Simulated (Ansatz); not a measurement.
# FeSi: the band gap up the ladder of functionals

Aim: see whether the known phase of FeSi (P2_13) with 8 atoms a cell has a gap and how its size depends on the level of theory: PBE, r2SCAN, HSE06, PBE0, LDA, DDH-PBE0, Hartree-Fock.

The COD entry's cell or inner coordinates are ideal or old and differ from later refinements, so a difference from it is no clean test against experiment.

Program: Ansatz 0.2.0. PAW datasets, plane waves. No spin polarisation and no zero-point or thermal motion.

**1. The cell**

The cell was relaxed beforehand with r2SCAN.

Space group P2_13 (No. 198), cubic; a = 4.403 Å in the conventional setting, 10.67 Å³ an atom. Fe has 7 Si at 2.25–2.47 Å; Si has 7 Fe at 2.25–2.47 Å.

Structure file:

Space group P2_13 (No. 198). a = 4.403 Å, b = 4.403 Å, c = 4.403 Å, α = 90.00°, β = 90.00°, γ = 90.00°
| atom | site | symmetry | x | y | z |
| --- | --- | --- | --- | --- | --- |
| Fe | 4a | .3. | 0.1367 | 0.1367 | 0.1367 |
| Si | 4a | .3. | 0.8411 | 0.8411 | 0.8411 |

**2. PBE bands along the symmetry lines**

input.yaml

```yaml
crystal:
  lattice:
    - [4.4030528965, 0.0, 0.0]
    - [0.0, 4.4030528965, 0.0]
    - [0.0, 0.0, 4.4030528965]
  atoms:
    - { symbol: Fe, position: [0.1366600333, 0.1366600333, 0.1366600333] }
    - { symbol: Fe, position: [0.3633399667, 0.8633399667, 0.6366600333] }
    - { symbol: Fe, position: [0.6366600333, 0.3633399667, 0.8633399667] }
    - { symbol: Fe, position: [0.8633399667, 0.6366600333, 0.3633399667] }
    - { symbol: Si, position: [0.8411319742, 0.8411319742, 0.8411319742] }
    - { symbol: Si, position: [0.6588680258, 0.1588680258, 0.3411319742] }
    - { symbol: Si, position: [0.3411319742, 0.6588680258, 0.1588680258] }
    - { symbol: Si, position: [0.1588680258, 0.3411319742, 0.6588680258] }
kpoints:
  mp_grid: { grid: [6, 6, 6] }
  band_path:
    path:
      - [[0.0, 0.0, 0.0], [1.217157178264e-51, 0.5, -3.645065498965e-35], [0.5, 0.5, 1.09351964969e-34], [0.0, 0.0, 0.0], [0.5, 0.5, 0.5], [1.217157178264e-51, 0.5, -3.645065498965e-35]]
      - [[0.5, 0.5, 0.5], [0.5, 0.5, 1.09351964969e-34], [0.5, 5.103091698551e-35, 1.458026199586e-34]]
    npoints: 10
hamiltonian:
  xc: pbe
scf:
  occupations: { method: fermi_dirac, width: 0.02 }
  n_extra_bands: 6
output:
  forces: true
  stress: true
  eigenvalues: true
```

Command:

```
> ansatz run input.yaml --threads 4 --pin off --max-ram 9216MiB --backend cpu --events-out ev --progress --plain --runs-dir out
```

Further steps of the session: r2SCAN; Single point with HSE06; PBE0 at the same geometry; LDA; DDH-PBE0; Single point with Hartree-Fock.

Before running it: what results should come out? Wanted: for each run, gap; kind; from PBE.

The runs gave:

| level | gap (eV) | kind | from PBE (eV) |
| --- | --- | --- | --- |
| PBE | 0.18 | X to (0.25, 0.25, 0.00) | 0 |
| r2SCAN | 0.34 | (0.00, 0.00, 0.33) to (0.00, 0.33, 0.17) | +0.16 |
| HSE06 | 1.47 | (0.00, 0.00, 0.25) to (0.00, 0.25, 0.25) | +1.29 |
| PBE0 | 2.20 | (0.00, 0.00, 0.25) to (0.00, 0.33, 0.21) | +2.02 |
| LDA | 0.12 | (-0.08, -0.09, 0.29) to (0.00, 0.33, 0.21) | -0.06 |
| DDH-PBE0 | 0.23 | (-0.08, -0.09, 0.29) to (0.00, 0.33, 0.21) | +0.05 |
| Hartree-Fock | 7.94 | (0.25, 0.25, 0.25) to (0.00, 0.17, 0.33) | +7.76 |

Meshes: PBE 6×6×6, r2SCAN 6×6×6, HSE06 4×4×4, PBE0 4×4×4, LDA 6×6×6, DDH-PBE0 4×4×4, Hartree-Fock 4×4×4

The gap runs from 0.12 eV (LDA) to 7.94 eV (Hartree-Fock). PBE reaches 12 % of the HSE06 value, and r2SCAN 23 %. PBE0 lies 0.73 eV above HSE06, which differs from it by screening the long-range exchange. Hartree-Fock lies above HSE06 by 6.5 eV. All values are for fixed nuclei; lattice motion, which mostly narrows measured gaps, is not included.
